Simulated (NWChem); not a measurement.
# One shape, several levels: CHBrF (SMILES F[CH]Br)

We compute a comparison of 3 runs (UB3LYP/def2-SVP, UB3LYP/def2-TZVP, UB3LYP/def2-TZVPP) of CHBrF. 

The results are computed with NWChem 7.3.0.

### Step 1. Starting point

The species is CHBrF (4 atoms), meant as a doublet with charge 0. SMILES: `F[CH]Br`. The coordinates come from a PBE0-D4/def2-TZVP relaxation.

Bond lengths: F1–C2 1.322 Å, C2–Br3 1.863 Å, C2–H4 1.086 Å. Angles: F1–C2–Br3 115.3°, F1–C2–H4 114.5°, Br3–C2–H4 116.6°.

### Step 2. Energy and one-electron properties at UB3LYP/def2-SVP (run 1)

File nw.nw:

```
start nw
title "CHBrF"
memory total 2200 mb
geometry noautosym nocenter noautoz
  F       -0.273300      -1.047600       0.789100
  C        0.224500      -0.188500      -0.084400
  Br      -1.030200       0.869300      -0.965500
  H        1.134400       0.306500       0.240500
end
basis spherical bse
  * library def2-SVP
end
dft
  xc b3lyp
  mult 2
  grid fine
  convergence energy 1e-08
  maxiter 100
  mulliken
  noprint "final vectors analysis"
end
property
  dipole
  quadrupole
  mulliken
end
task dft property
```

Command:

```bash
$ nwchem nw.nw > nw.out
```

What it wrote:

```text
[...]
          Wavefunction type:  spin polarized.
          No. of atoms     :     4
          No. of electrons :    51
[...]
          Charge           :     0
          Spin multiplicity:     2
[...]
          AO basis - number of functions:    65
[...]
              XC Information
              --------------
                         B3LYP Method XC Potential
                     Hartree-Fock (Exact) Exchange  0.200
                        Slater Exchange Functional  0.800 local
                    Becke 1988 Exchange Functional  0.720 non-local
              Lee-Yang-Parr Correlation Functional  0.810
                  VWN I RPA Correlation Functional  0.190 local
[...]
 d= 0,ls=0.0,diis     1  -2712.1549023501 -2.87D+03  1.04D-02  1.86D-01     1.2
[...]
 d= 0,ls=0.0,diis    12  -2712.2370411456 -2.39D-10  1.65D-07  1.91D-10    10.8
[...]
         Total DFT energy =    -2712.237041145626
      One electron energy =    -4081.870048026915
           Coulomb energy =     1321.807727193038
    Exchange-Corr. energy =     -107.589455541709
 Nuclear repulsion energy =      155.414735229959
[...]
      Total Density - Mulliken Population Analysis
     ---------------------------------------------
    Atom       Charge   Shell Charges
 -----------   ------   -------------------------------------------------------
    1 F    9     9.16   1.99  1.14  0.77  3.35  1.90  0.01
    2 C    6     5.85   1.99  0.95  0.25  1.91  0.68  0.07
    3 Br  35    35.05   2.00  2.00  1.99  1.46  0.50  6.00  5.98  2.38  2.68  8.19  1.75  0.11
    4 H    1     0.93   0.74  0.17  0.02
[...]
      <S2> =      0.7531 (Exact =     0.7500)
[...]
   Dipole moment        1.0609555319 Debye(s)
             DMX        0.8074213364 DMXEFC        0.0000000000
             DMY        0.6811693979 DMYEFC        0.0000000000
             DMZ        0.0985173972 DMZEFC        0.0000000000
   -EFC- dipole         0.0000000000 DEBYE(S)
   Total dipole         1.0609555319 DEBYE(S)
[...]
```

It took 11 s on 1 thread of Intel Xeon Platinum 8488C (Sapphire Rapids), shared host; peak memory 0.11 GiB.

Atomic charges (e):

```
atom  Mulliken  Löwdin
  F1    -0.162  -0.050
  C2    +0.148  -0.070
 Br3    -0.052  +0.110
  H4    +0.066  +0.000
```

### Step 3. Energy and one-electron properties at UB3LYP/def2-TZVP (run 2)

File nw.nw:

```
start nw
title "CHBrF"
memory 2200 mb

geometry units angstroms noautosym nocenter noautoz
   F     -0.273300    -1.047600     0.789100
   C      0.224500    -0.188500    -0.084400
   Br    -1.030200     0.869300    -0.965500
   H      1.134400     0.306500     0.240500
end

basis "ao basis" spherical bse
   F library def2-TZVP
   C library def2-TZVP
   Br library def2-TZVP
   H library def2-TZVP
end

dft
   xc b3lyp
   mult 2
   grid fine
   convergence energy 1e-08
   maxiter 100
   mulliken
   noprint "final vectors analysis"
end

property
   dipole
   quadrupole
   mulliken
end

task dft property
```

Command:

```bash
$ nwchem nw.nw > nw.out
```

What it wrote:

```text
[...]
          Wavefunction type:  spin polarized.
          No. of atoms     :     4
          No. of electrons :    51
[...]
          Charge           :     0
          Spin multiplicity:     2
[...]
          AO basis - number of functions:   116
[...]
              XC Information
              --------------
                         B3LYP Method XC Potential
                     Hartree-Fock (Exact) Exchange  0.200
                        Slater Exchange Functional  0.800 local
                    Becke 1988 Exchange Functional  0.720 non-local
              Lee-Yang-Parr Correlation Functional  0.810
                  VWN I RPA Correlation Functional  0.190 local
[...]
 d= 0,ls=0.0,diis     1  -2712.6307261671 -2.87D+03  4.79D-03  3.09D-01     4.7
[...]
 d= 0,ls=0.0,diis    12  -2712.7212492618 -6.23D-10  1.35D-07  4.94D-10    42.9
[...]
         Total DFT energy =    -2712.721249261760
      One electron energy =    -4082.151299239001
           Coulomb energy =     1321.594903016949
    Exchange-Corr. energy =     -107.579588269667
 Nuclear repulsion energy =      155.414735229959
[...]
      Total Density - Mulliken Population Analysis
     ---------------------------------------------
    Atom       Charge   Shell Charges
 -----------   ------   -------------------------------------------------------
    1 F    9     9.15   0.77  1.20  0.62  0.97  0.35  2.29  2.09  0.84  0.00  0.02  0.00
    2 C    6     5.97   0.85  1.12  0.55  0.65  0.11  1.20  1.10  0.24  0.03  0.11  0.01
    3 Br  35    35.01   2.00  2.01  1.16  0.78  1.09  0.87  6.00  5.92  1.37  2.57  1.17  8.95  1.02  0.04  0.05  0.01
    4 H    1     0.87   0.27  0.47  0.10  0.02
[...]
      <S2> =      0.7538 (Exact =     0.7500)
[...]
   Dipole moment        1.0884656245 Debye(s)
             DMX        0.8681935896 DMXEFC        0.0000000000
             DMY        0.6474192979 DMYEFC        0.0000000000
             DMZ        0.1088373070 DMZEFC        0.0000000000
   -EFC- dipole         0.0000000000 DEBYE(S)
   Total dipole         1.0884656245 DEBYE(S)
[...]
```

Wall time 44 s (1 thread of Intel Xeon Platinum 8488C (Sapphire Rapids), shared host); peak memory 0.12 GiB.

Atomic charges (e):

```
atom  Mulliken  Löwdin
  F1    -0.154  +0.180
  C2    +0.026  -0.610
 Br3    -0.006  +0.330
  H4    +0.133  +0.100
```

### Step 4. Energy and one-electron properties at UB3LYP/def2-TZVPP (run 3)

File mol.nw:

```
START mol
TITLE "CHBrF properties"
memory 2200 mb
charge 0

GEOMETRY units angstroms noautosym nocenter noautoz
   F       -0.273300      -1.047600       0.789100
   C        0.224500      -0.188500      -0.084400
   Br      -1.030200       0.869300      -0.965500
   H        1.134400       0.306500       0.240500
END

BASIS "ao basis" spherical bse
   * library def2-TZVPP
END

DFT
   xc b3lyp
   mult 2
   grid fine
   convergence energy 1e-08
   maxiter 100
   mulliken
   noprint "final vectors analysis"
END

PROPERTY
   dipole
   quadrupole
   mulliken
END

TASK dft property
```

Command:

```bash
$ nwchem mol.nw > mol.out
```

What it wrote:

```text
[...]
          Wavefunction type:  spin polarized.
          No. of atoms     :     4
          No. of electrons :    51
[...]
          Charge           :     0
          Spin multiplicity:     2
[...]
          AO basis - number of functions:   124
[...]
              XC Information
              --------------
                         B3LYP Method XC Potential
                     Hartree-Fock (Exact) Exchange  0.200
                        Slater Exchange Functional  0.800 local
                    Becke 1988 Exchange Functional  0.720 non-local
              Lee-Yang-Parr Correlation Functional  0.810
                  VWN I RPA Correlation Functional  0.190 local
[...]
 d= 0,ls=0.0,diis     1  -2712.6313222300 -2.87D+03  4.50D-03  3.10D-01     5.4
[...]
 d= 0,ls=0.0,diis    12  -2712.7217561842 -6.02D-10  1.26D-07  4.98D-10    48.0
[...]
         Total DFT energy =    -2712.721756184216
      One electron energy =    -4082.149380070259
           Coulomb energy =     1321.592429048556
    Exchange-Corr. energy =     -107.579540392473
 Nuclear repulsion energy =      155.414735229959
[...]
      Total Density - Mulliken Population Analysis
     ---------------------------------------------
    Atom       Charge   Shell Charges
 -----------   ------   -------------------------------------------------------
    1 F    9     9.15   0.77  1.20  0.62  0.97  0.35  2.29  2.09  0.84  0.00  0.02  0.00
    2 C    6     5.97   0.85  1.12  0.55  0.64  0.10  1.20  1.11  0.23  0.03  0.12  0.02
    3 Br  35    35.01   2.00  2.01  1.16  0.78  1.09  0.87  6.00  5.92  1.37  2.57  1.18  8.95  1.02  0.04  0.05  0.01
    4 H    1     0.87   0.27  0.45  0.11  0.01  0.03  0.00
[...]
      <S2> =      0.7538 (Exact =     0.7500)
[...]
   Dipole moment        1.0804716390 Debye(s)
             DMX        0.8628628240 DMXEFC        0.0000000000
             DMY        0.6420060648 DMYEFC        0.0000000000
             DMZ        0.1035129091 DMZEFC        0.0000000000
   -EFC- dipole         0.0000000000 DEBYE(S)
   Total dipole         1.0804716390 DEBYE(S)
[...]
```

Run time: 49 s. Hardware: 1 thread of Intel Xeon Platinum 8488C (Sapphire Rapids), shared host; peak memory 0.12 GiB.

Atomic charges (e):

```
atom  Mulliken  Löwdin
  F1    -0.154  +0.190
  C2    +0.033  -0.490
 Br3    -0.008  +0.340
  H4    +0.129  -0.050
```

### Step 5. Overview of the runs

```
run              level   energy (Eh)  dipole moment (D)   ⟨S²⟩  wall time
  1    UB3LYP/def2-SVP  -2712.237041               1.06  0.753       11 s
  2   UB3LYP/def2-TZVP  -2712.721249               1.09  0.754       44 s
  3  UB3LYP/def2-TZVPP  -2712.721756               1.08  0.754       49 s
```

### Step 6. Summary of results

```
            quantity           value
 run 3: total energy  -2712.72176 Eh
run 3: dipole moment          1.08 D
         run 3: ⟨S²⟩           0.754
```

**Reading.** The dipole moment (its size) runs from 1.06 D (UB3LYP/def2-SVP) to 1.09 D (UB3LYP/def2-TZVP). All runs together took 1.7 min, the longest 49 s.
